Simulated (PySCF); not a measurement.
# H2NdO2 ([Nd(OH)2]+): the cost of one run

Programs: PySCF 2.14.0, with routines of our own; each step states its level. All values are computed. Atoms count from 0.

### Step 1. The starting structure

5 atoms, charge 1, states of the metal's open shell are computed; geometry from: model geometry, bond lengths from ionic radii.

### Step 2. Ligand-field states: state-averaged CASSCF

The job: settings as JSON, then the geometry in Å.

```
{"job": {"kind": "lf", "basis": {"metal": "x2c-TZVPall", "ligand": "x2c-SVPall"}, "nevpt": false}, "charge": 1, "metal": "Nd", "open_shell": "f3"}
Nd     0.000000     0.000000     0.000000
O      0.000000     0.000000     2.113000
H      0.800000     0.000000     2.653000
O      0.000000     0.000000    -2.113000
H     -0.800000     0.000000    -2.653000
```

Method: state-averaged CASSCF of the metal f shell, state-interaction spin-orbit coupling.

On the command line:

```sh
$ OMP_NUM_THREADS=1 python lf_run.py task.json out
```

One launch serves the whole session: the jobs run in the order shown.

**Question.** How long does this first job take on 1 thread of Arm Neoverse V1, shared host, and how much memory does it need?

About 16 s, with a peak of 0.35 GiB.
